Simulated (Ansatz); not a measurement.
# C₈H₁₆: up Jacob's ladder to CCSD(T)

How much do the methods differ for C₈H₁₆? The plan is to run it at one geometry with functionals of several rungs and with coupled cluster, and see how far each lands from CCSD(T) at the basis-set limit for the atomisation energy.

Computed with Ansatz 0.2.0, Gaussian basis. Level: functionals in def2-TZVPP, the program's frozen cores in correlated methods.

Plan: PBE-D4, r2SCAN-D4, PBE0-D4, B3LYP-D4, ωB97X-V, ωB97M-V, B2PLYP; CCSD(T)/def2-TZVPP; MP2/def2-QZVPP; extrapolation to the limit.

## Step 1: The geometry

An earlier PBE0-D4 in a triple-zeta def2 set relaxation fixed the geometry.

24 atoms, charge 0, spin multiplicity 1.

Atoms are counted from 1 here; the program's logs count them from 0.

Bond lengths: C1–C2 1.524 Å, C1–H9 1.093 Å, C1–H10 1.092 Å, C1–H11 1.093 Å, C2–C3 1.531 Å, C2–C7 1.538 Å, C2–H12 1.097 Å, C3–C4 1.523 Å, C3–H13 1.095 Å, C3–H14 1.096 Å, C4–C5 1.522 Å, C4–H15 1.096 Å, C4–H16 1.094 Å, C5–C6 1.523 Å, C5–H17 1.094 Å, C5–H18 1.096 Å, C6–C7 1.531 Å, C6–H19 1.095 Å and more. Angles: C2–C1–H9 110.8°, C2–C1–H10 112.3°, C2–C1–H11 110.9°, H9–C1–H10 107.4°, H9–C1–H11 107.8°, H10–C1–H11 107.4°, C1–C2–C3 111.7°, C1–C2–C7 111.8°, C1–C2–H12 107.0°, C3–C2–C7 111.2°, C3–C2–H12 107.5°, C7–C2–H12 107.2°, C2–C3–C4 112.8°, C2–C3–H13 109.3°, C2–C3–H14 109.3°, C4–C3–H13 110.3°, C4–C3–H14 108.7°, H13–C3–H14 106.1° and more.

## Step 2: PBE-D4 (GGA)

File in.yaml:

```yaml
crystal:
  periodic: [false, false, false]
  atoms:
    - {symbol: C, position_ang: [-0.836870, -0.800677, -1.901665]}
    - {symbol: C, position_ang: [0.042380, 0.187584, -1.145759]}
    - {symbol: C, position_ang: [1.309711, -0.480052, -0.605140]}
    - {symbol: C, position_ang: [1.031110, -1.411359, 0.567583]}
    - {symbol: C, position_ang: [0.294901, -0.680581, 1.681401]}
    - {symbol: C, position_ang: [-0.982763, -0.035898, 1.159696]}
    - {symbol: C, position_ang: [-0.732612, 0.901346, -0.024839]}
    - {symbol: C, position_ang: [-0.042457, 2.188005, 0.410279]}
    - {symbol: H, position_ang: [-1.708081, -0.297698, -2.329563]}
    - {symbol: H, position_ang: [-1.205694, -1.603775, -1.259789]}
    - {symbol: H, position_ang: [-0.283649, -1.266218, -2.721765]}
    - {symbol: H, position_ang: [0.354439, 0.955169, -1.865258]}
    - {symbol: H, position_ang: [1.805837, -1.025539, -1.414609]}
    - {symbol: H, position_ang: [2.016630, 0.291903, -0.281145]}
    - {symbol: H, position_ang: [0.428232, -2.263750, 0.233434]}
    - {symbol: H, position_ang: [1.970304, -1.830288, 0.941176]}
    - {symbol: H, position_ang: [0.057603, -1.368856, 2.498176]}
    - {symbol: H, position_ang: [0.952762, 0.085061, 2.108830]}
    - {symbol: H, position_ang: [-1.484108, 0.517506, 1.960530]}
    - {symbol: H, position_ang: [-1.677455, -0.827023, 0.856132]}
    - {symbol: H, position_ang: [-1.710502, 1.184303, -0.434614]}
    - {symbol: H, position_ang: [-0.628062, 2.704736, 1.175392]}
    - {symbol: H, position_ang: [0.077773, 2.869991, -0.435613]}
    - {symbol: H, position_ang: [0.950590, 2.006101, 0.827130]}
basis:
  gaussian: {orbitals: def2-TZVPP}
hamiltonian: {xc: pbe, dispersion: d4}
output: {forces: true, orbitals: {seedname: orbitals}}
```

Command:

```console
> ansatz run in.yaml --threads 4 --pin off --events-out ev --progress --plain --max-ram 66560MiB --backend cuda --devices 0, --max-vram 37GiB
```

Further steps of the session: r2SCAN-D4 (meta-GGA); PBE0-D4 (hybrid); B3LYP-D4 (hybrid); ωB97X-V (range-separated); ωB97M-V (range-separated); B2PLYP (double hybrid); CCSD(T) in def2-TZVPP; MP2 in def2-QZVPP.

Before running them: what should the planned runs give, taken together? Wanted: atomisation energy, CCSD(T)/CBS; farthest; mean size of error, hybrid; mean size of error, range-separated; gap, smallest and largest; T1 diagnostic; triples share of the correlation energy.

The runs gave:

| quantity | value |
| --- | --- |
| atomisation energy, CCSD(T)/CBS | 102.040 eV |
| functionals within 0.510 eV (0.5 %) | r2SCAN-D4, B3LYP-D4, ωB97X-V, ωB97M-V |
| farthest | PBE-D4 (+1.934 eV) |
| mean size of error, hybrid | 0.499 eV |
| mean size of error, range-separated | 0.270 eV |
| gap, smallest and largest | 7.01 eV (PBE-D4), 13.32 eV (ωB97X-V) |
| T1 diagnostic | 0.0088 |
| triples share of the correlation energy | 4.0 % |

PBE-D4 misses by +1.934 eV. Double hybrids carry the basis error of their MP2 part in triple zeta, and no dispersion term here, so their miss is partly the set-up's. Misses under about 0.510 eV are within the doubt on the reference itself, which lacks core-valence correlation, relativity and higher excitations. Hartree-Fock recovers 76 % of the binding; the rest is correlation. The gap grows from 7.0 to 13.3 eV across the functionals, mostly with the share of exact exchange.
